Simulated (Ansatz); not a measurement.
# CH7GaS: the cost of one run

Program: Ansatz 0.2.0. Level of theory: RKS B3LYP-D4/def2-SVP. These are calculated values, not measurements.

### Step 1. The starting structure

Bond lengths: Ga1–S2 2.648 Å, Ga1–H3 1.550 Å, Ga1–H4 1.554 Å, Ga1–C6 2.307 Å, S2–H7 1.333 Å, C6–H8 1.092 Å, C6–H9 1.097 Å, C6–H10 1.096 Å. Angles: Ga1–S2–H7 89.0°, S2–Ga1–H3 114.0°, S2–Ga1–H4 113.8°, S2–Ga1–C6 79.8°, H3–Ga1–H4 121.9°, H3–Ga1–C6 112.6°, H4–Ga1–C6 106.6°, Ga1–C6–H8 153.5°, Ga1–C6–H9 84.2°, Ga1–C6–H10 91.8°, H8–C6–H9 105.7°, H8–C6–H10 107.1°, H9–C6–H10 109.7°.

Structure file:

```xyz
10

Ga   -0.9226    0.1288   -0.8528
S     1.3241    1.5158   -1.0590
H    -1.1755   -0.8403   -2.0355
H    -2.0798    0.9061   -0.1663
H     0.8474    0.1474    0.0099
C     0.3139   -0.8393    0.8368
H     0.8839    2.3278   -0.0982
H     1.2477   -1.0893    1.3441
H    -0.0591   -1.7828    0.4189
H    -0.3800   -0.4742    1.6021
```

### Step 2. A restrained relaxation towards end A

Springs on the bonds that form and break draw the guess towards this end; the thresholds are loose.

input.yaml reads:

```yaml
crystal:
  periodic: [false, false, false]
  atoms:
    - { symbol: Ga, position_ang: [-0.9226, 0.1288, -0.8528] }
    - { symbol: S, position_ang: [1.3241, 1.5158, -1.059] }
    - { symbol: H, position_ang: [-1.1755, -0.8403, -2.0355] }
    - { symbol: H, position_ang: [-2.0798, 0.9061, -0.1663] }
    - { symbol: H, position_ang: [0.8474, 0.1474, 0.0099] }
    - { symbol: C, position_ang: [0.3139, -0.8393, 0.8368] }
    - { symbol: H, position_ang: [0.8839, 2.3278, -0.0982] }
    - { symbol: H, position_ang: [1.2477, -1.0893, 1.3441] }
    - { symbol: H, position_ang: [-0.0591, -1.7828, 0.4189] }
    - { symbol: H, position_ang: [-0.38, -0.4742, 1.6021] }
basis:
  gaussian: { orbitals: def2-SVP }
hamiltonian:
  xc: b3lyp
  dispersion: d4
relax:
  f_tol: 0.15
  max_steps: 25
  restrain:
    - { distance: [0, 5], at: 3.28, k: 30.0 }
    - { distance: [4, 1], at: 2.66, k: 30.0 }
    - { distance: [0, 1], at: 2.27, k: 30.0 }
    - { distance: [4, 5], at: 1.07, k: 30.0 }
```

Launch:

```
$ ansatz run input.yaml --threads 2 --pin off --max-ram 3072MiB --backend cpu --events-out ev --progress --plain --runs-dir out
```

What time and memory should one allow on 2 threads of Intel Xeon 6975P-C (Granite Rapids), shared host?

About 20 s, with a peak of 0.23 GiB.
